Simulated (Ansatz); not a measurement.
**C2H2BrN (bromoacetonitrile) at 6 levels**

We compute a comparison of 6 runs (HF/def2-SVP, wB97X/6-31G, B3LYP/6-31G*, B2PLYP/pcseg-1, PBE/6-31G**) of C2H2BrN (bromoacetonitrile). 

The results are computed with Ansatz 0.2.0.

5 further runs of the same task are left out: 2 for a known fault of the program, 1 that didn't finish, 2 set aside as unsound or not needed.

## (1) The molecule

C2H2BrN has 6 atoms, charge 0, and is taken as a singlet. As SMILES, `N#CCBr`. Geometry: relaxed at PBE0-D4/def2-TZVP.

Bond lengths: N1–C2 1.149 Å, C2–C3 1.444 Å, C3–Br4 1.940 Å, C3–H5 1.088 Å, C3–H6 1.088 Å. Angles: N1–C2–C3 179.0°, C2–C3–Br4 111.4°, C2–C3–H5 110.5°, C2–C3–H6 110.5°, Br4–C3–H5 107.2°, Br4–C3–H6 107.2°, H5–C3–H6 109.9°.

## (2) Energy and gradient at HF/def2-SVP (run 1)

Input file in.yaml:

```yaml
crystal:
  periodic: [false, false, false]
  atoms:
    - {symbol: N, position_ang: [0.466200, -1.957100, 0.836200]}
    - {symbol: C, position_ang: [0.272900, -0.905000, 0.416300]}
    - {symbol: C, position_ang: [0.051500, 0.425400, -0.099600]}
    - {symbol: Br, position_ang: [-1.556700, 0.505200, -1.181800]}
    - {symbol: H, position_ang: [0.881600, 0.732400, -0.733000]}
    - {symbol: H, position_ang: [-0.073400, 1.135200, 0.715800]}
basis:
  gaussian:
    orbitals: def2-SVP
magnetization:
  spin_polarized: false
  initial_magnetization: 0
hamiltonian:
  xc: hf
accuracy: high
output: {forces: true, orbitals: {seedname: orbitals}}
```

Launch:

```bash
$ ansatz run in.yaml --threads 1 --pin off --max-ram 2610MiB --events-out events.jsonl --progress --plain --runs-dir runs
```

The log of the run:

```text
Warning: RAYON_NUM_THREADS=1 ignored (pool sized by the plan → 1); use --threads N
Functional definition: HF
  name "HF"
  exchange = exact_x
  correlation = 0
1769 factors; integrals over basis functions are off by at most 4.7e-9 eV
mean field evaluation 1: about -73558.4500 eV, gradient 3.1e1 eV
mean field evaluation 2: about -73558.5714 eV, gradient 3.1e1 eV
mean field evaluation 4: about -73561.2894 eV, gradient 3.2e0 eV
mean field evaluation 8: about -73561.3425 eV, gradient 2.6e-4 eV
mean field -73561.34248680 eV, -2703.3294747211 hartree, gradient 7.5e-8 eV, S^2 0.000000; 0 other end points of the search recorded, 0 dependent functions left out
the calculation of the forces begins
reference -73561.34248680 eV, -2703.3294747211 hartree; 28, 28 occupied and 56, 56 virtual orbitals, 1769 factors
Total energy: -73561.34248680 eV, -2703.3294747211 hartree
Atom 0 at     0.466200    -1.957100     0.836200 Å, force    -0.403968     2.221199    -0.883557 eV/Å
Atom 1 at     0.272900    -0.905000     0.416300 Å, force     0.574286    -2.834335     1.165894 eV/Å
Atom 2 at     0.051500     0.425400    -0.099600 Å, force    -0.099151     0.715287    -0.267402 eV/Å
Atom 3 at    -1.556700     0.505200    -1.181800 Å, force    -0.037233     0.039888    -0.035668 eV/Å
Atom 4 at     0.881600     0.732400    -0.733000 Å, force    -0.077636    -0.046665     0.101418 eV/Å
Atom 5 at    -0.073400     1.135200     0.715800 Å, force     0.043702    -0.095374    -0.080685 eV/Å
Dipole moment:     0.124061     0.690646    -0.110265 e Å
```

Run time: 1.9 s. Hardware: 1 thread of AMD EPYC 9R45 (Zen 5), shared host; peak memory 0.25 GiB.

## (3) Energy and forces at wB97X/6-31G (run 2)

Input file molecule.yaml:

```yaml
crystal:
  periodic: [false, false, false]
  atoms:
    - {symbol: N, position_ang: [0.466200, -1.957100, 0.836200]}
    - {symbol: C, position_ang: [0.272900, -0.905000, 0.416300]}
    - {symbol: C, position_ang: [0.051500, 0.425400, -0.099600]}
    - {symbol: Br, position_ang: [-1.556700, 0.505200, -1.181800]}
    - {symbol: H, position_ang: [0.881600, 0.732400, -0.733000]}
    - {symbol: H, position_ang: [-0.073400, 1.135200, 0.715800]}
basis:
  gaussian: {orbitals: 6-31G-spherical.json}
hamiltonian: {xc: {name: wB97X}}
output: {forces: true, orbitals: {seedname: orbitals}}
accuracy: high
```

The basis set 6-31G is read from a file made from the Basis Set Exchange's data (not shown).

Launch:

```bash
$ ansatz run molecule.yaml --threads 1 --pin off --max-ram 2610MiB --events-out events.jsonl --progress --plain --runs-dir runs
```

The log of the run, cut to the lines that bear on the results:

```text
Warning: RAYON_NUM_THREADS=1 ignored (pool sized by the plan → 1); use --threads N
Functional definition: wB97X
  name "wB97X"
[...]
      + exact_x_lr(omega)
[...]
      + integral(e_c_pw_opposite_spin*poly(b97_u_opposite, 1, cos1, cos2, cos3, cos4))
1258 factors; integrals over basis functions are off by at most 5.6e-9 eV
266 factors; integrals over basis functions are off by at most 2.3e-9 eV
[...]
mean field -73630.35420953 eV, -2705.8656087537 hartree, gradient 1.5e-8 eV, S^2 0.000000; 0 other end points of the search recorded, 0 dependent functions left out
[...]
reference -73630.35420760 eV, -2705.8656086825 hartree; 28, 28 occupied and 30, 30 virtual orbitals, 1258 factors
Total energy: -73630.35420760 eV, -2705.8656086825 hartree
Atom 0 at     0.466200    -1.957100     0.836200 Å, force     0.342107    -2.017307     0.786500 eV/Å
Atom 1 at     0.272900    -0.905000     0.416300 Å, force    -0.183340     1.771651    -0.613947 eV/Å
Atom 2 at     0.051500     0.425400    -0.099600 Å, force     0.375143     0.054488     0.229122 eV/Å
Atom 3 at    -1.556700     0.505200    -1.181800 Å, force    -0.640526     0.096892    -0.449189 eV/Å
Atom 4 at     0.881600     0.732400    -0.733000 Å, force     0.052152     0.046421     0.024533 eV/Å
Atom 5 at    -0.073400     1.135200     0.715800 Å, force     0.054464     0.047854     0.022981 eV/Å
Dipole moment:     0.154258     0.653022    -0.079900 e Å
```

It took 8.7 s on 1 thread of AMD EPYC 9R45 (Zen 5), shared host; peak memory 0.36 GiB.

Runs 3 to 5 aren't shown in full; the table further down has their settings and results.

## (4) Energy and forces at PBE/6-31G(d,p) (spherical functions) (run 6)

Input file input.yaml:

```yaml
basis:
  gaussian:
    orbitals: 6-31G_st__st_-spherical.json
crystal:
  periodic: [false, false, false]
  atoms:
    - {symbol: N, position_ang: [0.466200, -1.957100, 0.836200]}
    - {symbol: C, position_ang: [0.272900, -0.905000, 0.416300]}
    - {symbol: C, position_ang: [0.051500, 0.425400, -0.099600]}
    - {symbol: Br, position_ang: [-1.556700, 0.505200, -1.181800]}
    - {symbol: H, position_ang: [0.881600, 0.732400, -0.733000]}
    - {symbol: H, position_ang: [-0.073400, 1.135200, 0.715800]}
hamiltonian:
  xc: {name: PBE}
output: {forces: true, orbitals: {seedname: orbitals}}
accuracy: high
```

The basis set 6-31G** is read from a file made from the Basis Set Exchange's data (not shown).

Launch:

```bash
$ ansatz run input.yaml --threads 1 --pin off --max-ram 2610MiB --events-out events.jsonl --progress --plain --runs-dir runs
```

The log of the run, cut to the lines that bear on the results:

```text
Warning: RAYON_NUM_THREADS=1 ignored (pool sized by the plan → 1); use --threads N
Functional definition: PBE
  name "PBE"
[...]
1776 factors; integrals over basis functions are off by at most 1.1e-8 eV
[...]
mean field -73618.72767236 eV, -2705.4383413934 hartree, gradient 7.7e-8 eV, S^2 0.000000; 0 other end points of the search recorded, 0 dependent functions left out
[...]
reference -73618.72767450 eV, -2705.4383414719 hartree; 28, 28 occupied and 56, 56 virtual orbitals, 1776 factors
Total energy: -73618.72767450 eV, -2705.4383414719 hartree
Atom 0 at     0.466200    -1.957100     0.836200 Å, force     0.499512    -2.737787     1.090546 eV/Å
Atom 1 at     0.272900    -0.905000     0.416300 Å, force    -0.386492     2.378804    -0.916597 eV/Å
Atom 2 at     0.051500     0.425400    -0.099600 Å, force     0.130955    -0.113834     0.114991 eV/Å
Atom 3 at    -1.556700     0.505200    -1.181800 Å, force    -0.508449     0.070852    -0.354868 eV/Å
Atom 4 at     0.881600     0.732400    -0.733000 Å, force     0.284147     0.135747    -0.198434 eV/Å
Atom 5 at    -0.073400     1.135200     0.715800 Å, force    -0.019673     0.266218     0.264362 eV/Å
Dipole moment:     0.132304     0.619635    -0.085086 e Å
```

Wall time 3.9 s (1 thread of AMD EPYC 9R45 (Zen 5), shared host); peak memory 0.21 GiB.

## (5) All runs side by side

```tsv
run	level	frozen core orbitals	Cartesian functions	energy (Eh)	dipole moment (D)	HOMO energy (eV)	LUMO energy (eV)	wall time
1	HF/def2-SVP	–	no	-2703.329475	3.41	-11.71	2.74	1.9 s
2	wB97X/6-31G	–	no	-2705.865609	3.25	-11.00	0.95	8.7 s
3	B3LYP/6-31G* (spherical functions)	–	no	-2706.011487	3.15	-8.32	-1.51	4.2 s
4	B2PLYP/pcseg-1	12	no	-2705.397630	3.23	-9.83	0.05	9.9 s
5	B3LYP/6-31G* (Cartesian functions)	–	yes	-2706.023451	3.14	-8.32	-1.51	4.5 s
6	PBE/6-31G** (spherical functions)	–	no	-2705.438341	3.07	-7.25	-2.29	3.9 s
```

## (6) Summary of results

| quantity | value |
| --- | --- |
| run 6: total energy | -2705.43834 Eh |
| run 6: dipole moment | 3.07 D |
| run 6: HOMO energy | -7.25 eV |
| run 6: LUMO energy | -2.29 eV |
| run 6: HOMO–LUMO gap | 4.96 eV |
| run 6: largest force on an atom | 2.989 eV/Å |

**Reading.** The dipole moment (its size) runs from 3.07 D (PBE/6-31G**) to 3.41 D (HF/def2-SVP). The two ends differ in method and basis. The HOMO–LUMO gap runs from 4.96 eV (PBE/6-31G**) to 14.46 eV (HF/def2-SVP). Totals of different functionals can't be ranked against each other. All runs together took 33 s, the longest 9.9 s.
